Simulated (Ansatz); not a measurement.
# Ni3Ge: the cost of one run

All numbers are computed with Ansatz 0.2.0, driven from Python. Level of theory: DFT PBEsol, plane waves, PAW.

## Step 1: The structure

Ni3Ge Pm-3m: It takes space group Pm-3m (No. 221, cubic). The conventional cell has a = 3.530 Å, b = 3.530 Å, c = 3.530 Å, α = 90.00°, β = 90.00°, γ = 90.00°. Ni (site symmetry 4/mmm) has 8 Ni at 2.50 Å and 4 Ge at 2.50 Å as nearest neighbours. Ge (site symmetry m-3m) is surrounded by 12 Ni at 2.50 Å.

Ni Fm-3m: Symmetry: Fm-3m, No. 225, cubic system. The conventional cell has a = 3.524 Å, b = 3.524 Å, c = 3.524 Å, α = 90.00°, β = 90.00°, γ = 90.00°. Ni (site symmetry m-3m) is surrounded by 12 Ni at 2.49 Å.

Ge Fd-3m: The structure is cubic, space group Fd-3m (No. 227). The conventional cell has a = 5.658 Å, b = 5.658 Å, c = 5.658 Å, α = 90.00°, β = 90.00°, γ = 90.00°. Ge (site symmetry -43m) is surrounded by 4 Ge at 2.45 Å.

The script holds or builds the structure itself.

## Step 2: Script

The input, run_formation.py:

```python
'''Is Ni3Ge bound against its elements, after relaxing cells and atoms.'''

from collections import Counter
import logging
import sys
import warnings

import ansatz
import numpy as np

logging.basicConfig(stream=sys.stdout, format='%(levelname)s:%(name)s:%(message)s')
log = logging.getLogger('ansatz_job')
log.setLevel(logging.INFO)

TOLERANCE = 1e-07
XC = 'PBEsol'
ECUT = 520
K_SPACING = 0.3
SMEARING = 'fermi_dirac'
SIGMA = 0.02

PHASES = {
    'Ni3Ge': (
        [[3.530334, 0.0, 0.0], [0.0, 3.530334, 0.0], [0.0, 0.0, 3.530334]],
        [
            ('Ni', [0.5, 0.0, 0.5]),
            ('Ni', [0.0, 0.5, 0.5]),
            ('Ni', [0.5, 0.5, 0.0]),
            ('Ge', [0.0, 0.0, 0.0]),
        ],
    ),
    'Ni': (
        [[0.0, 1.761935, 1.761935], [1.761935, 0.0, 1.761935], [1.761935, 1.761935, 0.0]],
        [
            ('Ni', [0.0, 0.0, 0.0]),
        ],
    ),
    'Ge': (
        [[0.0, 2.82891, 2.82891], [2.82891, 0.0, 2.82891], [2.82891, 2.82891, 0.0]],
        [
            ('Ge', [0.0, 0.0, 0.0]),
            ('Ge', [0.25, 0.25, 0.25]),
        ],
    ),
}
MOMENTS = {'Ni': 1.5}  # parallel starting moments in muB


def build(vectors, sites):
    crystal = ansatz.Crystal(lattice=ansatz.Lattice.of(vectors))
    for symbol, position in sites:
        crystal = crystal.atom(symbol, position)
    return crystal

POLARISED = {'Ni3Ge', 'Ni'}


def compute(name, crystal):
    calc = (
        crystal.calculation()
        .scf(tolerance=TOLERANCE)
        .functional(XC)
        .basis(ECUT)
        .kpoints(spacing=K_SPACING)
        .occupations(SMEARING, width=SIGMA)
        .stress()
    )
    if name in POLARISED:
        calc = calc.spin('collinear')
    calc = calc.relax(force_tolerance=0.03, cell=True)
    return calc.run(threads=1, backend='cpu')


def counts(outcome):
    return Counter(site.symbol for site in outcome.lattice.sites)

def formation_energy(outcome, mu):
    n = counts(outcome)
    return (outcome.report['energy_sigma0_ev'] - sum(k * mu[element] for element, k in n.items())) / sum(n.values())


def volume_per_atom(outcome):
    return abs(np.linalg.det(outcome.lattice.cell_ang)) / len(outcome.lattice.sites)

warnings.simplefilter('ignore')

phases = {name: build(*cell) for name, cell in PHASES.items()}
for name in ['Ni3Ge', 'Ni']:
    phases[name] = phases[name].moments({e: m for e, m in MOMENTS.items() if e in phases[name].species()})

done = {}
for name, crystal in phases.items():
    done[name] = compute(name, crystal)
    log.info(f'{name}: {done[name].report["energy_sigma0_ev"]:.4f} eV, {len(done[name].lattice.sites)} atoms')

# energy of one atom in its reference phase
references = {'Ni': 'Ni', 'Ge': 'Ge'}
mu = {element: done[name].report['energy_sigma0_ev'] / len(done[name].lattice.sites) for element, name in references.items()}

target = done['Ni3Ge']
heat = formation_energy(target, mu)
for element, value in mu.items():
    log.info(f'mu({element}) = {value:.4f} eV from {references[element]}, {volume_per_atom(done[references[element]]):.2f} A^3/atom')
log.info(f'formation energy of Ni3Ge: {heat:.4f} eV/atom = {96.4853 * heat:.1f} kJ/mol of atoms')
```

## Step 3: The input behind the calls

The engine receives this input (first run):

```yaml
crystal:
  lattice:
    - [3.530334, 0.0, 0.0]
    - [0.0, 3.530334, 0.0]
    - [0.0, 0.0, 3.530334]
  atoms:
    - { symbol: Ni, position: [0.5, 0.0, 0.5] }
    - { symbol: Ni, position: [0.0, 0.5, 0.5] }
    - { symbol: Ni, position: [0.5, 0.5, 0.0] }
    - { symbol: Ge, position: [0.0, 0.0, 0.0] }
basis:
  ecutwfc: 520.0
kpoints:
  mp_grid:
    kspacing: 0.3
hamiltonian:
  xc: pbesol
magnetization:
  spin_polarized: true
  per_species:
    Ni: 1.5
scf:
  convergence:
    dr2_threshold: 1.0e-07
  occupations:
    method: fermi_dirac
    width: 0.02
relax:
  f_tol: 0.03
  cell: {}
output:
  stress: true
```

## Step 4: Launch

On the command line:

```console
$ python run_formation.py
```

**Question.** How long does this script take on 1 thread of Arm Neoverse V1, shared host, and how much memory does it need?

About 50 s, with a peak of 0.48 GiB.
